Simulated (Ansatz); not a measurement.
# BFH₂O₂: up Jacob's ladder to CCSD(T)

An exercise on one series of results from a longer session: the logs are not shown, and one member is left open.

Computed with Ansatz 0.2.0, Gaussian basis. Level: functionals in def2-TZVPP, the program's frozen cores in correlated methods.

The runs, in order: LDA (SPW92), PBE-D4, revPBE-D4, BLYP-D4, r2SCAN-D4, B97M-V, PBE0-D4, B3LYP-D4, r2SCANh-D4, r2SCAN0-D4, HSE06-D4, BHLYP-D4, CAM-B3LYP-D4, LC-ωPBE, ωB97X-V, ωB97M-V, B2PLYP, PBE-QIDH; CCSD(T)/def2-SVP; CCSD(T)/def2-TZVPP; MP2/def2-QZVPP; extrapolation to the limit; RPA on PBE.

### Structure used throughout

An earlier PBE0-D4 in a triple-zeta def2 set relaxation fixed the geometry.

SMILES `OB(O)F`, 6 atoms, charge 0, spin multiplicity 1.

Atoms are counted from 1 here; the program's logs count them from 0.

Bond lengths: O1–B2 1.360 Å, O1–H5 0.960 Å, B2–O3 1.352 Å, B2–F4 1.333 Å, O3–H6 0.960 Å. Angles: B2–O1–H5 113.1°, O1–B2–O3 121.6°, O1–B2–F4 120.5°, O3–B2–F4 117.9°, B2–O3–H6 112.5°.

Geometry (Å):

```mol
BFH2O2
  3D, bonds by distance, orders not assigned

  6  5  0  0  0  0  0  0  0  0999 V2000
   -0.4775    0.9710   -0.2084 O   0  0
   -0.0238   -0.3075   -0.1065 B   0  0
    0.9894   -0.6352    0.7261 O   0  0
   -0.5731   -1.2806   -0.8332 F   0  0
   -1.1989    1.0661   -0.8343 H   0  0
    1.3260    0.1222    1.2100 H   0  0
  1  2  8  0
  2  3  8  0
  2  4  8  0
  1  5  8  0
  3  6  8  0
M  END
```

The first run:

The input, in.yaml:

```yaml
crystal:
  periodic: [false, false, false]
  atoms:
    - {symbol: O, position_ang: [-0.477531, 0.971031, -0.208425]}
    - {symbol: B, position_ang: [-0.023843, -0.307502, -0.106485]}
    - {symbol: O, position_ang: [0.989372, -0.635178, 0.726051]}
    - {symbol: F, position_ang: [-0.573084, -1.280620, -0.833162]}
    - {symbol: H, position_ang: [-1.198901, 1.066081, -0.834258]}
    - {symbol: H, position_ang: [1.325987, 0.122188, 1.209980]}
basis:
  gaussian: {orbitals: def2-TZVPP}
hamiltonian: {xc: lda}
output: {orbitals: {seedname: orbitals}}
```

Steps of the session up to this table: LDA; PBE-D4 (GGA); revPBE-D4 (GGA); BLYP-D4 (GGA); r2SCAN-D4 (meta-GGA); B97M-V (meta-GGA); PBE0-D4 (hybrid); B3LYP-D4 (hybrid); r2SCANh-D4 (hybrid); r2SCAN0-D4 (hybrid); HSE06-D4 (hybrid); BHLYP-D4 (hybrid); CAM-B3LYP-D4 (range-separated); LC-ωPBE-D4 (range-separated; the results give it without D4); ωB97X-V (range-separated); ωB97M-V (range-separated); B2PLYP (double hybrid); PBE-QIDH (double hybrid).

One of the session's tables, all rows but one given; the rest of the session is left out.

It belongs to the step «Frontier levels by functional». 

```
  functional  HOMO (eV)  LUMO (eV)  gap (eV)
 LDA (SPW92)      -8.19      -0.52      7.68
      PBE-D4      -7.97      -0.40      7.57
   revPBE-D4      -7.89      -0.33      7.56
     BLYP-D4      -7.88      -0.49      7.40
   r2SCAN-D4      -8.38       0.36      8.74
      B97M-V      -8.45      -0.12      8.32
     PBE0-D4          ?          ?         ?
    B3LYP-D4      -9.46       0.03      9.49
  r2SCANh-D4      -9.04       0.60      9.64
  r2SCAN0-D4     -10.04       0.93     10.97
    HSE06-D4      -9.32       0.08      9.41
    BHLYP-D4     -11.46       0.97     12.43
CAM-B3LYP-D4     -11.28       1.11     12.39
     LC-ωPBE     -12.66       2.48     15.14
     ωB97X-V     -12.28       2.28     14.56
     ωB97M-V     -12.21       1.77     13.98
```

Q: Estimate the row for PBE0-D4 from the others.

**Answer.** HOMO (eV): -9.74; LUMO (eV): 0.44; gap (eV): 10.18. In the column «HOMO (eV)» it lies between r2SCAN0-D4 (-10.04) and B3LYP-D4 (-9.46).
